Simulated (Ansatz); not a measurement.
# W8C8N: the cost of one run

Method: DFT PBE, plane waves, PAW, scalar-relativistic, no spin polarisation, in Ansatz 0.2.0.

The COD cell was measured well above room temperature, so it is larger than a cold one.

**1. The starting structure**

The cell holds 17 atoms (C8NW8): a = 5.751 Å, b = 5.634 Å, c = 15.151 Å, α = 90.00°, β = 90.00°, γ = 90.00°.

Structure file:

```xyz
17
Lattice="5.7513 0.0000 0.0000 0.0000 5.6343 0.0000 0.0000 0.0000 15.1507" Properties=species:S:1:pos:R:3 pbc="T T T"
W     0.0000    0.0000    1.0000
C     0.0000    1.4086    2.6603
W     1.4378    0.0000    3.4904
C     1.4378    1.4086    5.1507
W     0.0000    2.8171    1.0000
C     0.0000    4.2257    2.6603
W     1.4378    2.8171    3.4904
C     1.4378    4.2257    5.1507
W     2.8757    0.0000    1.0000
C     2.8757    1.4086    2.6603
W     4.3135    0.0000    3.4904
C     4.3135    1.4086    5.1507
W     2.8757    2.8171    1.0000
C     2.8757    4.2257    2.6603
W     4.3135    2.8171    3.4904
C     4.3135    4.2257    5.1507
N     2.4093    0.5567    5.9207
```

**2. Relaxing end A**

File input.yaml:

```yaml
crystal:
  lattice:
    - [5.75134, 0.0, 0.0]
    - [0.0, 5.63428, 0.0]
    - [0.0, 0.0, 15.150672]
  atoms:
    - { symbol: W, position: [0.0, 0.0, 0.0660037] }
    - { symbol: C, position: [0.0, 0.25, 0.1755875] }
    - { symbol: W, position: [0.25, 0.0, 0.2303794] }
    - { symbol: C, position: [0.25, 0.25, 0.3399633] }
    - { symbol: W, position: [0.0, 0.5, 0.0660037] }
    - { symbol: C, position: [0.0, 0.75, 0.1755875] }
    - { symbol: W, position: [0.25, 0.5, 0.2303794] }
    - { symbol: C, position: [0.25, 0.75, 0.3399633] }
    - { symbol: W, position: [0.5, 0.0, 0.0660037] }
    - { symbol: C, position: [0.5, 0.25, 0.1755875] }
    - { symbol: W, position: [0.75, 0.0, 0.2303794] }
    - { symbol: C, position: [0.75, 0.25, 0.3399633] }
    - { symbol: W, position: [0.5, 0.5, 0.0660037] }
    - { symbol: C, position: [0.5, 0.75, 0.1755875] }
    - { symbol: W, position: [0.75, 0.5, 0.2303794] }
    - { symbol: C, position: [0.75, 0.75, 0.3399633] }
    - { symbol: "N", position: [0.418906, 0.0988003, 0.3907861] }
basis:
  ecutwfc: 420.0
kpoints:
  mp_grid: { grid: [4, 4, 1] }
hamiltonian:
  xc: pbe
  pseudopotentials: { kind: paw, azcp: { folder: soft_1 } }
scf:
  occupations: { method: gaussian, width: 0.1 }
  lower_state_search: "off"
relax:
  f_tol: 0.03
  max_steps: 60
  adjacent_minimum: "off"
  constraints: [{ sites: [0, 4, 8, 12] }]
output:
  write_density: true
  write_potential: true
  elf: true
  volumetric_format: npy
```

The run is started by

```
> ansatz run input.yaml --threads 4 --pin off --max-ram 10240MiB --backend cpu --events-out ev --progress --plain --runs-dir out
```

What time and memory should one allow on 4 threads of Arm Neoverse V1, shared host?

About 3.5 min, with a peak of 1.4 GiB.
